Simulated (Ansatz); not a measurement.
# TaHO (singlet): from Hartree-Fock to the top rungs at distance Ta1–O2 = 1.802 Å, def2-SVP

One table from this session's results is given with a row withheld; the runs are named, their logs left out.

Program: Ansatz 0.2.0, Gaussian basis. Level of theory: def2-SVP, core rule «outside noble gas», up to 5 orbitals frozen. These are calculated values, not measurements.

Plan: UHF; CCSD(T) on RHF; CCSD(T) on UHF; CISD; CCSDT(Q) on RHF; CCSDT(Q) on UHF; CASSCF and MRCISD+Q, 2 electrons in 2 orbitals; CASSCF and NEVPT2, 2 electrons in 2 orbitals.

32 further runs of the same task are left out: 10 for a known fault of the program, 3 for a mislabelled method, 14 that didn't finish, 5 set aside as unsound or not needed.

## The system

The geometry derives from a PBE0/def2-TZVP stationary point (not a proven minimum). One bond is set to the value named and the two fragments are kept rigid. No spin-orbit coupling is included. Elements past krypton take def2 core potentials.

3 atoms, charge 0, spin multiplicity 1.

Atoms are counted from 1 here; the program's logs count them from 0.

Bond lengths: Ta1–O2 1.802 Å, O2–H3 0.954 Å. Angles: Ta1–O2–H3 180.0°.

Coordinates:

| atom | x (Å) | y (Å) | z (Å) |
| --- | --- | --- | --- |
| Ta1 | 0.0000 | 0.0000 | 1.5192 |
| O2 | 0.0000 | 0.0000 | -0.2828 |
| H3 | 0.0000 | 0.0000 | -1.2364 |

The first run:

in.yaml

```yaml
crystal:
  periodic: [false, false, false]
  atoms:
    - {symbol: Ta, position_ang: [0.000000, 0.000000, 1.519200]}
    - {symbol: O, position_ang: [0.000000, 0.000000, -0.282800]}
    - {symbol: H, position_ang: [0.000000, 0.000000, -1.236400]}
basis:
  gaussian: {orbitals: def2-SVP}
magnetization: {spin_polarized: true, initial_magnetization: 0}
hamiltonian: {xc: hf}
output: {orbitals: {seedname: orbitals}}
```

Launch:

```sh
> ansatz run in.yaml --threads 1 --pin off --events-out ev --progress --plain --max-ram 2393MiB
```

Among the steps run: UHF; CCSD(T) on RHF; CCSD(T) on UHF; CISD; CCSDT(Q) on RHF; CCSDT(Q) on UHF; CASSCF and MRCISD+Q, 2 electrons in 2 orbitals; CASSCF and NEVPT2, 2 electrons in 2 orbitals.

One table of the session follows, with a row left open; its other results are not shown here.

It belongs to the step «Misses and costs». 

| method | from RCCSDT(Q) (meV) |
| --- | --- |
| RHF | +8431.9 |
| UHF | +7700.6 |
| RMP2 | +820.6 |
| UMP2 | +322.2 |
| RCCSD | +363.3 |
| UCCSD | -240.7 |
| RCCSD(T) | +66.4 |
| UCCSD(T) | -597.4 |
| RCCSDT | ? |
| UCCSDT | -721.1 |
| RCCSDT(Q) | 0 |
| UCCSDT(Q) | -758.5 |

**Question.** Estimate the row for RCCSDT.

The run gave: from RCCSDT(Q) (meV): +32.1. In the column «from RCCSDT(Q) (meV)» it lies between RCCSDT(Q) (0) and RCCSD(T) (+66.4).

Not comparable, so not listed: CISD (they don't share determinant, frozen orbitals or solution with the rows shown, or repeat one).

To keep in mind: The determinant is far from a pure spin state, so its energy mixes those of several spin states (harmless only where they are near-degenerate, as at dissociation). Left out of the table: CASSCF pair, NEVPT2 pair, MRCISD pair, MRCISD+Q pair (the active space lost an orbital or holds another state than full CI finds). The program flags UCCSD(T), UCCSDT(Q) as in doubt, so those rows may rest on another solution; read them beside their warnings. Warnings: restricted reference is unstable; spin contamination; coupled cluster took another determinant than the lowest; large T1 diagnostic. Restricted and unrestricted rows rest on different reference determinants; where their highest levels disagree by more than a few hundredths of an eV, they describe different states and don't form one ladder. Warnings in the runs' records: passed over end.
